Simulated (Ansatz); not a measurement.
# C4H8AlN: up Jacob's ladder to CCSD(T)

One table from this session's results is given with a row withheld; the runs are named, their logs left out.

Computed with Ansatz 0.2.0, Gaussian basis. Level: functionals in def2-TZVPP, the program's frozen cores in correlated methods.

Plan: PBE-D4, r2SCAN-D4, PBE0-D4, B3LYP-D4, ωB97X-V, ωB97M-V, B2PLYP; CCSD(T)/def2-TZVPP; MP2/def2-QZVPP; extrapolation to the limit.

## Structure used throughout

All runs share one geometry, relaxed beforehand with PBE0-D4 in a triple-zeta def2 set.

SMILES `C=[C]([AlH2])C(C)=N`, 14 atoms, charge 0, spin multiplicity 1.

Atoms are counted from 1 here; the program's logs count them from 0.

Bond lengths: C1–C2 1.340 Å, C1–H7 1.087 Å, C1–H8 1.089 Å, C2–Al3 1.946 Å, C2–C4 1.485 Å, Al3–H9 1.586 Å, Al3–H10 1.588 Å, C4–C5 1.502 Å, C4–N6 1.271 Å, C5–H11 1.091 Å, C5–H12 1.094 Å, C5–H13 1.094 Å, N6–H14 1.020 Å. Angles: C2–C1–H7 121.9°, C2–C1–H8 121.3°, H7–C1–H8 116.8°, C1–C2–Al3 115.4°, C1–C2–C4 118.6°, Al3–C2–C4 126.1°, C2–Al3–H9 116.3°, C2–Al3–H10 122.2°, H9–Al3–H10 121.5°, C2–C4–C5 115.8°, C2–C4–N6 119.1°, C5–C4–N6 125.0°, C4–C5–H11 111.6°, C4–C5–H12 110.3°, C4–C5–H13 110.5°, H11–C5–H12 108.8°, H11–C5–H13 108.8°, H12–C5–H13 106.7° and more.

The first run:

The input, in.yaml:

```yaml
crystal:
  periodic: [false, false, false]
  atoms:
    - {symbol: C, position_ang: [-0.332421, -1.643096, 1.073075]}
    - {symbol: C, position_ang: [0.178752, -0.597908, 0.408736]}
    - {symbol: Al, position_ang: [1.919405, 0.012980, 1.027956]}
    - {symbol: C, position_ang: [-0.596222, -0.027318, -0.721639]}
    - {symbol: C, position_ang: [-0.616671, 1.472292, -0.810749]}
    - {symbol: N, position_ang: [-1.176881, -0.814268, -1.533631]}
    - {symbol: H, position_ang: [0.194212, -2.110769, 1.901039]}
    - {symbol: H, position_ang: [-1.298150, -2.067041, 0.802759]}
    - {symbol: H, position_ang: [2.562184, -0.799107, 2.228614]}
    - {symbol: H, position_ang: [2.667158, 1.248811, 0.367311]}
    - {symbol: H, position_ang: [-1.212731, 1.815844, -1.657266]}
    - {symbol: H, position_ang: [-1.027988, 1.902214, 0.107521]}
    - {symbol: H, position_ang: [0.400121, 1.863606, -0.914288]}
    - {symbol: H, position_ang: [-1.673870, -0.285442, -2.250840]}
basis:
  gaussian: {orbitals: def2-TZVPP}
hamiltonian: {xc: pbe, dispersion: d4}
output: {forces: true, orbitals: {seedname: orbitals}}
```

On the command line:

```console
$ ansatz run in.yaml --threads 4 --pin off --events-out ev --progress --plain --max-ram 10444MiB
```

Among the steps run: PBE-D4 (GGA); r2SCAN-D4 (meta-GGA); PBE0-D4 (hybrid); B3LYP-D4 (hybrid); ωB97X-V (range-separated); ωB97M-V (range-separated); B2PLYP (double hybrid); CCSD(T) in def2-TZVPP; MP2 in def2-QZVPP.

One table of the session follows, with a row left open; its other results are not shown here.

```
            method  atomisation energy (kJ/mol)
            PBE-D4                       5525.2
         r2SCAN-D4                       5401.7
           PBE0-D4                       5423.8
          B3LYP-D4                       5408.5
           ωB97X-V                       5404.2
           ωB97M-V                       5410.8
            B2PLYP                       5342.8
     HF/def2-TZVPP                       3914.1
    MP2/def2-TZVPP                       5330.0
   CCSD/def2-TZVPP                            ?
CCSD(T)/def2-TZVPP                       5250.3
           MP2/CBS                       5465.2
       CCSD(T)/CBS                       5385.5
```

Q: Estimate the row for CCSD/def2-TZVPP from the others.

The run gave: atomisation energy (kJ/mol): 5161.9. In the column «atomisation energy (kJ/mol)» it lies between HF/def2-TZVPP (3914.1) and CCSD(T)/def2-TZVPP (5250.3).

Among the levels timed on like hardware and quicker than the yardstick, those that no quicker one beats, quickest first: PBE-D4 (6 s, +139.7 kJ/mol); PBE0-D4 (7 s, +38.3 kJ/mol); r2SCAN-D4 (9 s, +16.2 kJ/mol).

B2PLYP carry no dispersion term (for B3LYP, D4 adds 50.6 kJ/mol).
